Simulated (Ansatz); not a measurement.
# MgO: the cost of one run

Program: Ansatz 0.2.0. Level of theory: DFT PBE, scalar-relativistic, plane waves, PAW. These are calculated values, not measurements.

The COD cell was measured well above room temperature, so it is larger than a cold one.

1 further run of the same task is left out (it didn't finish).

### Step 1. The system as given

It takes space group Fm-3m (No. 225, cubic). Conventional cell: a = 4.270 Å, b = 4.270 Å, c = 4.270 Å, α = 90.00°, β = 90.00°, γ = 90.00°. Around Mg (site symmetry m-3m) lie 6 O at 2.14 Å. Around O (site symmetry m-3m) lie 6 Mg at 2.14 Å.

Coordinates:

```cif
data_structure
_symmetry_space_group_name_H-M 'Fm-3m'
_symmetry_Int_Tables_number 225
_cell_length_a 4.2703
_cell_length_b 4.2703
_cell_length_c 4.2703
_cell_angle_alpha 90.000
_cell_angle_beta 90.000
_cell_angle_gamma 90.000
_cell_volume 77.87
loop_
_atom_site_label
_atom_site_type_symbol
_atom_site_symmetry_multiplicity
_atom_site_Wyckoff_symbol
_atom_site_fract_x
_atom_site_fract_y
_atom_site_fract_z
_atom_site_occupancy
Mg1 Mg 4 a 0.00000 0.00000 0.00000 1
O1 O 4 b 0.50000 0.00000 0.00000 1
```

No relaxation comes first: the listed cell is the starting point.

### Step 2. Zero of the scan

input.yaml

```yaml
crystal:
  lattice:
    - [2.13515, -2.13515, 0.0]
    - [2.13515, 0.0, -2.13515]
    - [8.5406, 8.5406, 8.5406]
  atoms:
    - { symbol: Mg, position: [0.6666666667, 0.6666666667, 0.1666666667] }
    - { symbol: Mg, position: [0.0, 0.0, 0.0] }
    - { symbol: Mg, position: [0.3333333333, 0.3333333333, 0.3333333333] }
    - { symbol: Mg, position: [0.6666666667, 0.6666666667, 0.6666666667] }
    - { symbol: Mg, position: [0.0, 0.0, 0.5] }
    - { symbol: Mg, position: [0.3333333333, 0.3333333333, 0.8333333333] }
    - { symbol: O, position: [0.6666666667, 0.6666666667, 0.4166666667] }
    - { symbol: O, position: [0.0, 0.0, 0.25] }
    - { symbol: O, position: [0.3333333333, 0.3333333333, 0.5833333333] }
    - { symbol: O, position: [0.6666666667, 0.6666666667, 0.9166666667] }
    - { symbol: O, position: [1.0, 1.0, 0.75] }
    - { symbol: O, position: [0.3333333333, 0.3333333333, 0.0833333333] }
basis:
  ecutwfc: 420
kpoints:
  mp_grid: { grid: [9, 9, 2] }
hamiltonian:
  xc: pbe
scf:
  occupations: { method: gaussian, width: 0.05 }
output:
  forces: true
  stress: true
  eigenvalues: true
  write_density: true
  write_potential: true
  elf: true
  volumetric_format: npy
```

Started as:

```console
$ ansatz run input.yaml --threads 2 --pin off --max-ram 5120MiB --backend cpu --events-out ev --progress --plain --runs-dir out
```

**Question.** How long does this run take on 2 threads of Arm Neoverse V1, shared host, and how much memory does it need?

About 5.7 s, with a peak of 0.44 GiB.
